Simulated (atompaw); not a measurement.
# Er: generating and testing a PAW (atompaw) potential

Do these settings give a usable potential? It is generated, then checked for scattering, ghosts and hardness.

Program: atompaw 4.2.0.5. Reference atom: LDA (PW92), scalar-relativistic, spherical and spin-unpolarised. All values are calculated.

## (1) Starting point

Typed settings, in words:

```
element                 : erbium (Er, Z = 68)
type                    : PAW
frozen core             : [Kr] 4d10
valence charge          : 22
reference configuration : 4f12 5s2 5p6 5d0 6s2 6p0
partial waves           : 5s (bound): rc 1.45 bohr; 6s (bound): rc 3.00 bohr; 5p (bound): rc 1.70 bohr; 6p (bound, empty): rc 3.00 bohr; 5d (bound, empty): rc 3.00 bohr; 5d channel at 0.7 Ry: rc 3.00 bohr; 4f (bound): rc 0.65 bohr; 4f channel at 3.4 Ry: rc 0.65 bohr
local potential         : troulliermartins scheme with l = 4 at 0 Ry, radius 2.20 bohr
core correction         : smooth core density matched at 2.00 bohr
augmentation charge     : besselshape compensation charge, radius 2.35 bohr; PAW radius 3.00 bohr; waves and projectors: custom rrkj vanderbiltortho
```

An earlier all-electron run gives the scale for the radii.

All-electron outer shells of the reference configuration (LDA (PW92), scalar-relativistic, ld1.x):

```
shell  level (eV)  outermost node (bohr)  outermost maximum (bohr)
   4p     -313.93                   0.27                      0.49
   4d     -165.20                   0.25                      0.51
   5s      -52.02                   0.60                      1.11
   5p      -26.53                   0.65                      1.28
   6s       -3.99                   1.52                      3.30
   4f       -3.36                      –                      0.51
   6p       -1.18                   1.87                      4.74
   5d       -1.08                   0.73                      2.13
```

## (2) The generation run

Er.input

```
Er 68
LDA-PW scalarrelativistic loggrid 2001 logderivrange -6 5 276
6 6 5 4 0 0
6 1 0
5 2 0
4 3 12
0 0 0
c
c
c
c
v
v
c
c
c
v
v
c
c
v
v
3
3.00 2.35 2.20 2.00
n
n
y
0.7
n
y
3.4
n
custom rrkj vanderbiltortho besselshape
4 0 troulliermartins
1.45
3.00
1.70
3.00
3.00
3.00
0.65
0.65
PWSCFOUT
UPFDX 0.0125d0 UPFXMIN -7.d0 UPFZMESH 68.d0
END
```

On the command line:

```sh
$ atompaw < Er.input > Er.log
```

**Question.** What will these runs give? Wanted: cutoffs for 10 and 1 mRy, occupied levels; bound ghosts; largest phase difference near zero energy, channels read; lowest eigenvalue of the overlap; share of valence orbitals outside the PAW sphere; UPF file.

**Answer**, as computed:

```
                                                quantity                                              value
               cutoffs for 10 and 1 mRy, occupied levels                        over 300 Ry and over 300 Ry
                                            bound ghosts                                      d at -8.19 eV
largest phase difference near zero energy, channels read                                          3.139 rad
         lowest eigenvalue of the overlap (Bessel basis)                                          0.346 (s)
        share of valence orbitals outside the PAW sphere  5s 0 %, 6s 74 %, 5p 2 %, 6p 94 %, 5d 52 %, 4f 1 %
                                                UPF file                                            written
```

A bound ghost (d) makes it unfit for use: electrons can fall into a state that the atom doesn't have. It counts as very hard, with over 300 Ry needed at the looser tolerance. The slowest occupied level is 4f: taken alone it needs over 300 Ry to come within 1 mRy, against 30 Ry for 5p. Of the channels read, d scatters worst near zero energy, by up to 3.14 rad. A step near π is an extra or missing state, not a misfit of shape. The pseudo curves have a pole with no partner nearby in the atom's: d at -0.62 Ry. All of this concerns the isolated atom, not yet a solid.
